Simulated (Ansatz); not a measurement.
# GdAlNi4: the cost of one run

All numbers below are computed with Ansatz 0.2.0 (DFT r²SCAN, scalar-relativistic, plane waves, PAW).

2 further runs of the same task are left out: 1 for a known fault of the program, 1 set aside as unsound or not needed. Runs told in other sessions of the task aren't counted.

## 1. The system as given

The cell holds 23 atoms (Al4Gd3Ni16): a = 6.393 Å, b = 6.393 Å, c = 8.399 Å, α = 90.00°, β = 90.00°, γ = 102.86°.

The coordinates of this cell stand in the input of its own run.

The host was relaxed before at r²SCAN: a = 4.999 Å, b = 8.399 Å, c = 3.986 Å, α = 90.00°, β = 90.00°, γ = 90.00° (conventional cell), 13.946 Å³/atom.

Places, in fractions of the supercell: a vacancy on Gd at (0.500, 0.500, 0.500). Its neighbours start displaced at random, with a spread of 0.05 Å in each coordinate.

## 2. The perfect crystal in the supercell of 24 atoms

Contents of input.yaml:

```yaml
crystal:
  lattice:
    - [4.9985733415, 0.0, -3.9861790513]
    - [-4.9985733415, 0.0, -3.9861790513]
    - [0.0, 8.3990779339, 0.0]
  atoms:
    - { symbol: Al, position: [0.5, 0.0, 0.5] }
    - { symbol: Al, position: [0.75, 0.75, 0.0] }
    - { symbol: Al, position: [0.25, 0.25, 0.0] }
    - { symbol: Al, position: [0.0, 0.5, 0.5] }
    - { symbol: Gd, position: [0.5, 0.5, 0.5], spin: 7.75 }
    - { symbol: Gd, position: [0.75, 0.25, 0.0], spin: 7.75 }
    - { symbol: Gd, position: [0.25, 0.75, 0.0], spin: 7.75 }
    - { symbol: Gd, position: [0.0, 0.0, 0.5], spin: 7.75 }
    - { symbol: Ni, position: [0.5, 0.5, 0.8310331916] }
    - { symbol: Ni, position: [0.75, 0.25, 0.3310331916] }
    - { symbol: Ni, position: [0.25, 0.75, 0.3310331916] }
    - { symbol: Ni, position: [0.0, 0.0, 0.8310331916] }
    - { symbol: Ni, position: [0.5, 0.5, 0.1689668084] }
    - { symbol: Ni, position: [0.75, 0.25, 0.6689668084] }
    - { symbol: Ni, position: [0.25, 0.75, 0.6689668084] }
    - { symbol: Ni, position: [0.0, 0.0, 0.1689668084] }
    - { symbol: Ni, position: [0.125, 0.375, 0.75] }
    - { symbol: Ni, position: [0.375, 0.125, 0.25] }
    - { symbol: Ni, position: [0.875, 0.625, 0.25] }
    - { symbol: Ni, position: [0.625, 0.875, 0.75] }
    - { symbol: Ni, position: [0.125, 0.375, 0.25] }
    - { symbol: Ni, position: [0.375, 0.125, 0.75] }
    - { symbol: Ni, position: [0.875, 0.625, 0.75] }
    - { symbol: Ni, position: [0.625, 0.875, 0.25] }
basis:
  ecutwfc: 500
  xc_grid: 3
kpoints:
  mp_grid: { grid: [4, 4, 3], shift: [0.5, 0.5, 0.0] }
hamiltonian:
  xc: r2scan
scf:
  occupations: { method: gaussian, width: 0.05 }
  lower_state_search: "off"
output:
  forces: true
  stress: true
  eigenvalues: true
  populations: true
  hubbard: { sites: [{ species: Gd, l: f }] }
magnetization:
  spin_polarized: true
```

On the command line:

```
ansatz run input.yaml --threads 8 --pin off --max-ram 14336MiB --backend cpu --events-out ev --progress --plain --runs-dir out
```

Q: Estimate wall time and peak memory on 8 threads of Arm Neoverse V2, shared host.

About 1.7 min, with a peak of 5.1 GiB.
